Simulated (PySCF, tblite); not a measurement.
# C₄H₆FNSi: geometry, infrared bands and NMR shifts

Aim: predict the infrared bands and NMR shifts of C₄H₆FNSi (`C#C/C=C\[Si@@H](N)F`).

The runs use tblite 0.8.0 and PySCF 2.14.0, with density-fitted response routines of our own; the level of theory stands in each step. All values are computed, except where a source is named. Atoms are numbered from 0 throughout.

### 1 Starting geometry

13 atoms, charge 0, multiplicity 1; geometry from: force field or distance geometry start.

Bonds of the start (Å): C0–C1 1.22, C1–C2 1.43, C2–C3 1.34, C3–Si4 1.84, Si4–N5 1.78, Si4–F6 1.69, C0–H7 1.05, C2–H8 1.08, C3–H9 1.08, Si4–H10 1.46, N5–H11 1.05, N5–H12 1.05.

### 2 Relaxing the molecule with GFN2-xTB

The job: settings as JSON, then the geometry in Å.

```
{"job": {"kind": "relax", "xc": "GFN2-xTB", "basis": "xTB"}, "charge": 0, "multiplicity": 1}
C      2.166100    -1.379100     0.063500
C      1.666600    -0.288100     0.266300
C      1.123600     1.005600     0.537000
C     -0.086400     1.385400     0.096000
Si    -1.082800     0.163400    -0.857900
N     -1.741500    -1.017800     0.296600
F     -2.353800     0.974600    -1.615800
H      2.604500    -2.320200    -0.105700
H      1.693100     1.728800     1.103200
H     -0.489300     2.360700     0.314000
H     -0.270500    -0.431000    -1.913400
H     -2.244600    -0.549000     1.091500
H     -0.989300    -1.632800     0.707100
```

Command:

```sh
$ OMP_NUM_THREADS=1 python probes_run.py task.json out
```

This one command runs all jobs of the session in turn.

**Question.** This job is followed by: GFN2-xTB harmonic vibrations, gas phase; GIAO PBE0/pcSseg-1 NMR shielding, non-relativistic, gas phase. What will the session give for the following? strongest single infrared mode (GFN2-xTB); zero-point energy (GFN2-xTB); ¹³C shifts against TMS (PBE0/pcSseg-1); ¹H shifts against TMS (PBE0/pcSseg-1, means over atoms taken as alike); ²⁹Si shifts against TMS (PBE0/pcSseg-1); ¹⁵N shifts against NH3 (PBE0/pcSseg-1); ¹⁹F shifts against CFCl3 (PBE0/pcSseg-1); surface potential, 1st and 99th percentile.

**Answer**, as computed:

```
                                                              quantity                             value
                             strongest single infrared mode (GFN2-xTB)              841 cm⁻¹, 314 km/mol
                                          zero-point energy (GFN2-xTB)                     54.3 kcal/mol
                                ¹³C shifts against TMS (PBE0/pcSseg-1)      155.8, 133.2, 92.8, 88.1 ppm
¹H shifts against TMS (PBE0/pcSseg-1, means over atoms taken as alike)  6.70, 6.54, 5.41, 2.98, 0.93 ppm
                               ²⁹Si shifts against TMS (PBE0/pcSseg-1)                         -12.4 ppm
                                ¹⁵N shifts against NH3 (PBE0/pcSseg-1)                          20.5 ppm
                              ¹⁹F shifts against CFCl3 (PBE0/pcSseg-1)                        -198.8 ppm
                                 surface potential, 1st and 99th percentile                -1.27 V and 1.63 V
```

In words: Relaxing lowered the energy by 0.414 eV in 129 steps; the close pair that moved most is Si4–F6, from 1.688 to 1.615 Å. No mode is imaginary among the 33: a minimum at this level. The strongest single mode, at 841 cm⁻¹, has its largest shares on Si4, H11, F6 and H12 (the list is cut at 4 atoms). Unscaled tight-binding wavenumbers are off by several per cent, some by more. Its intensities can rank the bands wrongly. At PBE0/pcSseg-1: Shielding is most anisotropic at C1 (span 299 ppm, paramagnetic term -161 ppm). At PBE0/pcSseg-1, counted by nearest atom on the grid, the HOMO lies on N5 45 %; C3 14 %, the LUMO on C3 29 %; C2 21 %.
